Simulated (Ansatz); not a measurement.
# C2H7NSi (SMILES C=C[SiH2]N): B2PLYP/cc-pVDZ

What is the electronic atomisation energy of C2H7NSi at B2PLYP/cc-pVDZ? 

The results are computed with Ansatz 0.2.0.

62 further runs of the same task are left out: 62 set aside as unsound or not needed.

## 1. The structure to begin with

C2H7NSi: 11 atoms, total charge 0, spin state singlet. SMILES: `C=C[SiH2]N`. Geometry: relaxed at PBE0-D4/def2-TZVP. This is one conformer, not always the lowest.

Bond lengths: C1–C2 1.330 Å, C2–Si3 1.865 Å, Si3–N4 1.715 Å, C1–H5 1.087 Å, C1–H6 1.087 Å, C2–H7 1.091 Å, Si3–H8 1.488 Å, Si3–H9 1.488 Å, N4–H10 1.006 Å, N4–H11 1.006 Å. Some angles: C1–C2–Si3 123.1°, C2–Si3–N4 114.9°, C1–C2–H7 118.1°, Si3–C2–H7 118.8°, C2–C1–H5 122.6°, C2–C1–H6 121.2°, C2–Si3–H8 108.4°, C2–Si3–H9 108.4°, N4–Si3–H8 107.9°, N4–Si3–H9 108.0°.

## 2. The energy at B2PLYP/cc-pVDZ

Input file molecule.yaml:

```yaml
crystal:
  periodic: [false, false, false]
  atoms:
    - {symbol: C, position_ang: [-0.676100, 1.337000, -0.945000]}
    - {symbol: C, position_ang: [0.089300, 1.208600, 0.135100]}
    - {symbol: Si, position_ang: [0.596500, -0.444500, 0.832600]}
    - {symbol: N, position_ang: [0.002900, -1.803700, -0.028600]}
    - {symbol: H, position_ang: [-0.967100, 2.304600, -1.344700]}
    - {symbol: H, position_ang: [-1.046800, 0.465600, -1.479100]}
    - {symbol: H, position_ang: [0.433000, 2.116700, 0.631600]}
    - {symbol: H, position_ang: [0.099500, -0.536600, 2.232600]}
    - {symbol: H, position_ang: [2.083200, -0.516700, 0.836000]}
    - {symbol: H, position_ang: [0.404900, -2.086000, -0.906300]}
    - {symbol: H, position_ang: [-0.953800, -2.102100, 0.056300]}
basis:
  gaussian:
    orbitals: cc-pVDZ
hamiltonian:
  xc: {name: B2PLYP}
correlation:
  frozen_orbitals: {C: 1, H: 0, "N": 1, Si: 5}
accuracy: high
output: {orbitals: {seedname: orbitals}}
```

Command:

```sh
$ ansatz run molecule.yaml --threads 1 --pin off --max-ram 3480MiB --events-out events.jsonl --progress --plain --runs-dir runs
```

Output:

```text
Warning: RAYON_NUM_THREADS=1 ignored (pool sized by the plan → 1); use --threads N
Functional definition: B2PLYP
  name "B2PLYP"
  parameter a = 0.53
  parameter c = 0.27
  exchange = (1 - a)*b88_x + a*exact_x
  correlation = (1 - c)*lyp_c + c*(mp2_os + mp2_ss)
2292 factors; integrals over basis functions are off by at most 3.8e-9 eV
mean field evaluation 1: about -11537.5046 eV, gradient 4.9e1 eV
mean field evaluation 2: about -11537.9835 eV, gradient 4.9e1 eV
mean field evaluation 4: about -11543.0942 eV, gradient 3.6e0 eV
mean field evaluation 8: about -11543.1396 eV, gradient 3.2e-1 eV
mean field evaluation 16: about -11543.1399 eV, gradient 3.9e-5 eV
mean field -11543.13985142 eV, -424.2025653186 hartree, gradient 7.7e-8 eV, S^2 0.000000; 0 other end points of the search recorded, 0 dependent functions left out
8 core orbitals not correlated: weight in the atoms' cores, before any rotation towards them, 1.000 or more for the frozen orbitals, at most 0.000 for the correlated occupied ones
reference -11543.13987944 eV, -424.2025663481 hartree; 12, 12 occupied and 75, 75 virtual orbitals, 2292 factors
second order -18.06000995 eV of doubles, -0.00000000 eV of singles
Total energy: -11548.01608212 eV, -424.3817634916 hartree
```

It took 13 s on 1 thread of Arm Neoverse V2, shared host; peak memory 0.34 GiB.

## 3. The C atom at the same level

Input file run.yaml:

```yaml
crystal:
  periodic: [false, false, false]
  atoms:
    - {symbol: C, position_ang: [0.000000, 0.000000, 0.000000]}
basis:
  gaussian: {orbitals: cc-pVDZ}
magnetization: {spin_polarized: true, initial_magnetization: 2}
hamiltonian: {xc: {name: B2PLYP}}
correlation: {frozen_orbitals: {C: 1}}
accuracy: high
```

Run the same way, it converges to -37.81596 Eh (log not shown).

## 4. The H atom, same level

Input file in.yaml:

```yaml
crystal:
  periodic: [false, false, false]
  atoms:
    - {symbol: H, position_ang: [0.000000, 0.000000, 0.000000]}
basis:
  gaussian: {orbitals: cc-pVDZ}
correlation: {frozen_orbitals: {H: 0}}
magnetization: {spin_polarized: true, initial_magnetization: 1}
hamiltonian: {xc: {name: B2PLYP}}
accuracy: high
```

Run the same way, it converges to -0.49793 Eh (log not shown).

## 5. The N atom at the same level

Input file run.yaml:

```yaml
crystal:
  periodic: [false, false, false]
  atoms:
    - {symbol: "N", position_ang: [0.000000, 0.000000, 0.000000]}
basis:
  gaussian: {orbitals: cc-pVDZ}
magnetization: {spin_polarized: true, initial_magnetization: 3}
hamiltonian: {xc: {name: B2PLYP}}
correlation: {frozen_orbitals: {"N": 1}}
accuracy: high
```

Run the same way, it converges to -54.54873 Eh (log not shown).

## 6. The Si atom

Input file run.yaml:

```yaml
basis:
  gaussian: {orbitals: cc-pVDZ}
crystal:
  periodic: [false, false, false]
  atoms:
    - {symbol: Si, position_ang: [0.000000, 0.000000, 0.000000]}
magnetization: {spin_polarized: true, initial_magnetization: 2}
hamiltonian: {xc: {name: B2PLYP}}
correlation: {frozen_orbitals: {Si: 5}}
accuracy: high
```

Command:

```sh
$ ansatz run run.yaml --threads 1 --pin off --max-ram 3480MiB --events-out events.jsonl --progress --plain --runs-dir runs
```

Output, shortened:

```text
Warning: RAYON_NUM_THREADS=1 ignored (pool sized by the plan → 1); use --threads N
[... 2 set-up lines as earlier in the session ...]
[...]
144 factors; integrals over basis functions are off by at most 3.2e-9 eV
[...]
mean field -7870.41182407 eV, -289.2322997779 hartree, gradient 3.7e-8 eV, S^2 2.005504; 0 other end points of the search recorded, 0 dependent functions left out
5 core orbitals not correlated: weight in the atoms' cores, before any rotation towards them, 1.000 or more for the frozen orbitals, at most 0.000 for the correlated occupied ones
reference -7870.41183781 eV, -289.2323002828 hartree; 3, 1 occupied and 10, 12 virtual orbitals, 144 factors
second order -1.58190926 eV of doubles, -0.00000000 eV of singles
Total energy: -7870.83895331 eV, -289.2479964879 hartree
```

It took 0.54 s on 1 thread of Arm Neoverse V2, shared host.

## 7. Results

Level: B2PLYP/cc-pVDZ, 8 core orbitals frozen.

| quantity | value |
| --- | --- |
| molecule: total energy | -424.38176 Eh |
| molecule: HOMO energy (SCF part's orbitals) | -8.39 eV |
| molecule: LUMO energy (SCF part's orbitals) | 1.61 eV |
| molecule: HOMO–LUMO gap (SCF part's orbitals) | 10.00 eV |
| C atom: total energy | -37.81596 Eh |
| C atom: ⟨S²⟩ | 2.004 |
| H atom: total energy | -0.49793 Eh |
| H atom: ⟨S²⟩ | 0.750 |
| N atom: total energy | -54.54873 Eh |
| N atom: ⟨S²⟩ | 3.753 |
| Si atom: total energy | -289.24800 Eh |
| Si atom: ⟨S²⟩ | 2.006 |
| electronic atomisation energy | 39.936 eV |

In words: Taking the molecule apart into free atoms costs 39.94 eV (3853 kJ/mol), before zero-point energy and without spin-orbit coupling.
